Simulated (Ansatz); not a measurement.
# MnO: the cost of one run

Method: DFT LDA+U (U_eff = 4 eV on Mn d), plane waves, PAW, in Ansatz 0.2.0.

## Step 1: The system as given

The structure is tetragonal, space group P4/nmm (No. 129). The conventional cell has a = 3.325 Å, b = 3.325 Å, c = 4.868 Å, α = 90.00°, β = 90.00°, γ = 90.00°. Mn (site symmetry -4m2) has 4 O at 2.11 Å and 4 Mn at 2.35 Å in its first shell of neighbours. Around O (site symmetry 4mm) lie 4 Mn at 2.11 Å.

Coordinates:

```cif
data_structure
_symmetry_space_group_name_H-M 'P4/nmm:1'
_symmetry_Int_Tables_number 129
_cell_length_a 3.3246
_cell_length_b 3.3246
_cell_length_c 4.8678
_cell_angle_alpha 90.000
_cell_angle_beta 90.000
_cell_angle_gamma 90.000
_cell_volume 53.80
loop_
_atom_site_label
_atom_site_type_symbol
_atom_site_symmetry_multiplicity
_atom_site_Wyckoff_symbol
_atom_site_fract_x
_atom_site_fract_y
_atom_site_fract_z
_atom_site_occupancy
Mn1 Mn 2 a 0.00000 0.00000 0.00000 1
O1 O 2 c 0.50000 0.00000 0.26700 1
```

An earlier series on this cell reached its lowest free state from «antiferromagnetic start, free», perhaps among other starts.

## Step 2: Site moments held (series factor 0.3; the input gives the size)

File input.yaml:

```yaml
crystal:
  lattice:
    - [3.32457979, 0.0, 0.0]
    - [0.0, 3.32457979, 0.0]
    - [0.0, 0.0, 4.86781975]
  atoms:
    - { symbol: Mn, position: [0.0, 0.0, 0.0], spin: 1.2 }
    - { symbol: Mn, position: [0.5, 0.5, 0.0], spin: 1.2 }
    - { symbol: O, position: [0.5, 0.0, 0.267] }
    - { symbol: O, position: [0.0, 0.5, 0.733] }
basis:
  ecutwfc: 420
  ecutrho_ratio: 4
kpoints:
  mp_grid: { grid: [6, 6, 4] }
hamiltonian:
  xc: lda
  hubbard:
    sites: [{ site: 0, l: d, u_eff: 4.0 }, { site: 1, l: d, u_eff: 4.0 }]
scf:
  occupations: { method: gaussian, width: 0.05 }
  lower_state_search: "off"
  max_iter: 150
output:
  forces: true
  stress: true
  eigenvalues: true
  populations: true
  hubbard: { sites: [{ site: 0, l: d }, { site: 1, l: d }] }
magnetization:
  spin_polarized: true
  spin_locking: { lock_spins: true }
```

The lock stays on to the end, so the result is a constrained state unless its moments die out.

Run with:

```console
ansatz run input.yaml --threads 2 --pin off --max-ram 3072MiB --backend cpu --events-out ev --progress --plain --runs-dir out
```

What time and memory should one allow on 2 threads of Arm Neoverse N1, shared host?

About 53 s, with a peak of 0.39 GiB.
